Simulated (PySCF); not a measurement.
# TiOCl: structure of the doublet

The task is one start of a wider search on TiOCl: the doublet, from a bent start. It is relaxed, tested by its Hessian and followed downhill if it is a saddle.

Program: PySCF 2.14.0. Level of theory: PBE0, basis Ti def2-TZVP, O def2-TZVP, Cl def2-TZVP, no relativity, density fitting. These are calculated values, not measurements.

**1. The starting structure**

3 atoms, charge 0, spin multiplicity 2.

Bond lengths: Ti1–O2 1.740 Å, Ti1–Cl3 2.350 Å. Angles: O2–Ti1–Cl3 110.0°.

Coordinates in bohr (charge 0 multiplicity 2):
```
Ti    0.0000    0.0000    0.0000
O    -2.6934    0.0000    1.8859
Cl    3.6377    0.0000    2.5472
```

**2. First SCF at the start**

One driver script runs all steps and calls PySCF; scf.py shows how it sets up the SCF of each step. The optimiser is the driver's own. After this first run the driver tries any further starts and a stability analysis.

Contents of scf.py:

```python
from pyscf import gto, scf, dft
mol = gto.M(atom='''
Ti     0.000000     0.000000     0.000000
O     -1.425300     0.000000     0.998000
Cl     1.925000     0.000000     1.347900''',
    basis={'Ti': 'def2-TZVP', 'O': 'def2-TZVP', 'Cl': 'def2-TZVP'},
    charge=0, spin=1)
mf = dft.UKS(mol, xc='PBE0')
mf.grids.atom_grid = (50, 194)
aux = {'Ti': 'def2-universal-JKFIT', 'O': 'def2-universal-JKFIT', 'Cl': 'def2-universal-JKFIT'}
mf = mf.density_fit(auxbasis=aux)
mf.conv_tol = 1e-08
mf.diis_space = 10
mf.max_cycle = 60
mf.init_guess = 'minao'
mf.verbose = 4
mf.kernel()
```

Command:

```sh
OMP_NUM_THREADS=4 python axn.py task.json out
```

The runs that follow: Relaxing the doublet from the bent start; Frequencies.

What does the calculation give? Wanted: minimum; geometry; wavenumbers; dipole moment; highest occupied, lowest empty level; polar-tensor charge of Ti1; zero-point energy; atomisation energy; ⟨S²⟩.

The runs gave:

| quantity | value |
| --- | --- |
| minimum | doublet, Cs |
| geometry | Ti–Cl 2.287 Å, Ti–O 1.607 Å; Cl–Ti–O 130.8° |
| wavenumbers (cm⁻¹) | 108 (a'), 406 (a'), 1063 (a') |
| dipole moment | 4.95 D |
| highest occupied, lowest empty level (either spin) | -6.27, -2.88 eV |
| polar-tensor charge of Ti1 | +1.78 e |
| zero-point energy | 9.4 kJ/mol |
| entropy at 298.15 K | 291.9 J/(mol K) |
| atomisation energy (no zero-point energy) | 1114 kJ/mol |
| ⟨S²⟩ | 0.758 |

**Reading.** The bent start keeps its Cs symmetry and ends in a minimum. The strongest infrared band lies at 1063 cm⁻¹ (a', stretch). Most of the spin sits on Ti1 (Mulliken spin 1.13, against 1 for the whole molecule). Other starts or spin states, not run here, may lie lower. Open d and f shells are described by one determinant, and the ground state may have another occupation or spin.
